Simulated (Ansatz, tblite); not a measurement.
# LaTlO2 with GFN1-xTB from a Python script

These are simulated results from tblite 0.8.0, not measurements. The cell was built from a prototype and was relaxed with r2SCAN in plane waves (Ansatz 0.2.0). It may be hypothetical. All runs are without spin polarisation.

Space group Pmmn (No. 59), orthorhombic; a = 3.847 Å, b = 4.208 Å, c = 10.811 Å in the conventional setting, 21.87 Å³ an atom. Around Tl lie 2 O at 2.49 Å; around O lie 2 La at 2.48 Å and 2 Tl at 2.49 Å; around La lie 6 O at 2.30–2.50 Å; around O lie 4 La at 2.30–2.50 Å.

tblite solves periodic systems at the zone centre alone, so the script builds a cluster of 3×2×1 conventional cells (48 atoms), which folds in a coarse mesh of k points.

The script, run.py:

```python
import json
from ase import Atoms
from ase.build import make_supercell
from ase.units import Bohr, GPa, Hartree
from tblite.interface import Calculator

atoms = Atoms(['Tl', 'O', 'Tl', 'O', 'La', 'O', 'La', 'O'],
              cell=[[3.84650411, 0.0, 0.0], [0.0, 4.20809041, 0.0], [0.0, 0.0, 10.81085833]],
              scaled_positions=[[0.0, 0.0, 0.884981351], [0.0, 0.5, 0.762488435], [0.5, 0.5, 0.115018649], [0.5, 0.0, 0.237511565], [0.0, 0.0, 0.382652049], [0.0, 0.5, 0.469371093], [0.5, 0.5, 0.617347951], [0.5, 0.0, 0.530628907]],
              pbc=True)
cluster = make_supercell(atoms, [[3, 0, 0], [0, 2, 0], [0, 0, 1]])
calc = Calculator('GFN1-xTB', cluster.numbers, cluster.positions / Bohr, lattice=cluster.cell[:] / Bohr, periodic=cluster.pbc)
calc.set('temperature', 0.02 / Hartree)
calc.set('max-iter', 150)
res = calc.singlepoint()
levels = res.get('orbital-energies') * Hartree
nv = round(res.get('orbital-occupations').sum() / 2)
cells = len(cluster) // len(atoms)
out = {'energy_per_cell': res.get('energy') * Hartree / cells, 'homo': levels[nv - 1], 'lumo': levels[nv],
       'stress': (-res.get('virial') * Hartree / cluster.get_volume() / GPa).tolist(), 'charges': res.get('charges')[:len(atoms)].tolist(), 'electrons': 2 * nv / cells}
json.dump(out, open('results.json', 'w'))
for key, value in out.items():
    print(key, value)
```

Command: `python run.py`. It took 1.9 s on 1 thread of Arm Neoverse V2, with other jobs on the host, peak memory 0.1 GiB.

Output:

```
------------------------------------------------------------
  cycle        total energy    energy error   density error
------------------------------------------------------------
      1     -115.3378624725  -1.1509943E+02   1.2113348E+00
      2     -211.4335051085  -9.6095643E+01   3.8197316E+00
      3     -122.3828706508   8.9050634E+01   8.8556066E-01
      4     -134.4310758303  -1.2048205E+01   5.7430535E-01
      5     -132.8438479752   1.5872279E+00   5.7708570E-01
      6     -131.5300141911   1.3138338E+00   5.2960461E-01
      7     -133.6583809292  -2.1283667E+00   4.5222102E-01
      8     -134.3150001173  -6.5661919E-01   4.2845261E-01
      9     -135.2518179594  -9.3681784E-01   3.5416522E-01
     10     -135.4920073823  -2.4018942E-01   3.3300469E-01
     11     -135.5671588236  -7.5151441E-02   3.0838804E-01
     12     -135.8071773917  -2.4001857E-01   2.7496873E-01
     13     -135.8733165645  -6.6139173E-02   2.6591335E-01
     14     -135.9685730168  -9.5256452E-02   2.5228349E-01
     15     -136.5468582688  -5.7828525E-01   2.0149437E-01
     16     -136.5190987402   2.7759529E-02   1.9145928E-01
     17     -136.8038961116  -2.8479737E-01   1.4431675E-01
     18     -136.3041335990   4.9976251E-01   2.1641468E-01
     19     -136.7188137032  -4.1468010E-01   1.5807237E-01
     20     -136.7275689511  -8.7552479E-03   1.5485510E-01
     21     -136.9255935850  -1.9802463E-01   1.1451087E-01
     22     -137.0238472236  -9.8253639E-02   8.7855303E-02
     23     -137.1136338646  -8.9786641E-02   3.5616223E-02
     24     -137.1128226144   8.1125024E-04   3.6670657E-02
     25     -137.1017987458   1.1023869E-02   5.5069193E-02
     26     -137.1135894722  -1.1790726E-02   4.6683252E-02
     27     -137.1264492704  -1.2859798E-02   3.4496148E-02
     28     -137.1328670641  -6.4177937E-03   2.8071511E-02
     29     -137.1417912216  -8.9241575E-03   1.7233882E-02
     30     -137.1436995837  -1.9083621E-03   1.6756306E-02
     31     -137.1427785796   9.2100410E-04   1.8783829E-02
     32     -137.1428963511  -1.1777149E-04   1.8229917E-02
     33     -137.1433054280  -4.0907693E-04   1.6910084E-02
     34     -137.1434215253  -1.1609728E-04   1.5638075E-02
     35     -137.1406532859   2.7682394E-03   1.7469718E-02
     36     -137.1400425784   6.1070748E-04   1.8045250E-02
     37     -137.1433995810  -3.3570026E-03   1.2700784E-02
     38     -137.1462329594  -2.8333783E-03   5.9327262E-03
     39     -137.1470881789  -8.5521949E-04   3.5811878E-03
     40     -137.1471170040  -2.8825112E-05   3.4825229E-03
     41     -137.1468908017   2.2620228E-04   4.3549582E-03
     42     -137.1469566900  -6.5888279E-05   4.0042207E-03
     43     -137.1471942681  -2.3757812E-04   2.4490231E-03
     44     -137.1472163693  -2.2101183E-05   1.9869801E-03
     45     -137.1469802006   2.3616868E-04   3.7439575E-03
     46     -137.1472618197  -2.8161907E-04   1.7284896E-03
     47     -137.1472293689   3.2450719E-05   2.0803988E-03
     48     -137.1472234765   5.8924843E-06   2.0927972E-03
     49     -137.1472998031  -7.6326610E-05   1.0323038E-03
     50     -137.1472375707   6.2232411E-05   2.0355599E-03
     51     -137.1471716496   6.5921084E-05   2.6175463E-03
     52     -137.1471770138  -5.3641941E-06   2.6357702E-03
     53     -137.1472243691  -4.7355325E-05   2.1670864E-03
     54     -137.1472889381  -6.4569030E-05   1.3838403E-03
     55     -137.1473241270  -3.5188900E-05   5.5577888E-04
     56     -137.1473306484  -6.5214097E-06   1.7550620E-04
     57     -137.1473309733  -3.2486290E-07   1.4006655E-04
     58     -137.1473311271  -1.5376924E-07   1.1629064E-04
     59     -137.1473313358  -2.0871747E-07   6.8845422E-05
     60     -137.1473314717  -1.3595383E-07   1.7567282E-05
------------------------------------------------------------

 total:                                   1.422 sec
energy_per_cell -621.9948298148512
homo -13.174300627200704
lumo -13.112202153645498
stress [[1.236100606901722, 6.935688455097736e-06, 8.22915785505545e-06], [6.935688454977872e-06, 4.251876194378528, 1.6560100386047928e-06], [8.229157854944164e-06, 1.65601003867339e-06, 2.5972824988253738]]
charges [0.31304448647038874, -0.6542381431058617, 0.31296579628666543, -0.6542273295500787, 0.9584735059141565, -0.6171717906397312, 0.9584345024018068, -0.6172110893096381]
electrons 36.0
```

The cycle table is in hartree for the whole cluster, and the lines after it are in eV (the energy for one cell). The printed stress is in GPa and positive in compression, and the pressure is its mean diagonal.

GFN1-xTB gives a gap of 0.06 eV. On the same cell, plane-wave PBE (Ansatz, 6×6×4 k points and the special points) gives a gap of 0.77 eV and r2SCAN a gap of 0.97 eV; on shared hosts these took about 26 and 50 core-seconds on the 8-atom cell, against 1.9 for the script. Spin-orbit coupling, left out in all these runs, can cut or reorder the gap by tenths of an eV, up to about 1 eV with Pb or Bi. This method closes a gap that PBE finds, a failure in kind.

The same script was run on cells scaled at fixed shape and fractional coordinates:

```json
{"volume (Å³/atom)": "19.25", "energy (meV/atom)": "61.0", "pressure (GPa, positive in compression)": "4.67", "gap (eV)": "0.01"}
{"volume (Å³/atom)": "20.56", "energy (meV/atom)": "26.4", "pressure (GPa, positive in compression)": "3.74", "gap (eV)": "0.04"}
{"volume (Å³/atom)": "21.87", "energy (meV/atom)": "0.0", "pressure (GPa, positive in compression)": "2.70", "gap (eV)": "0.06"}
{"volume (Å³/atom)": "23.19", "energy (meV/atom)": "-17.6", "pressure (GPa, positive in compression)": "1.60", "gap (eV)": "0.08"}
{"volume (Å³/atom)": "24.50", "energy (meV/atom)": "-26.9", "pressure (GPa, positive in compression)": "0.85", "gap (eV)": "0.08"}
```

The minimum lies beyond the largest of these volumes.

xTB was fitted mostly to molecules, and a small cluster samples few k points, so gaps, pressures and kinks along a curve can be far from a solid's.

Spin-orbit coupling is left out; in compounds of Pb, Bi, Tl or Hg it can lower a gap by up to about 1 eV, split its edges or invert the bands.
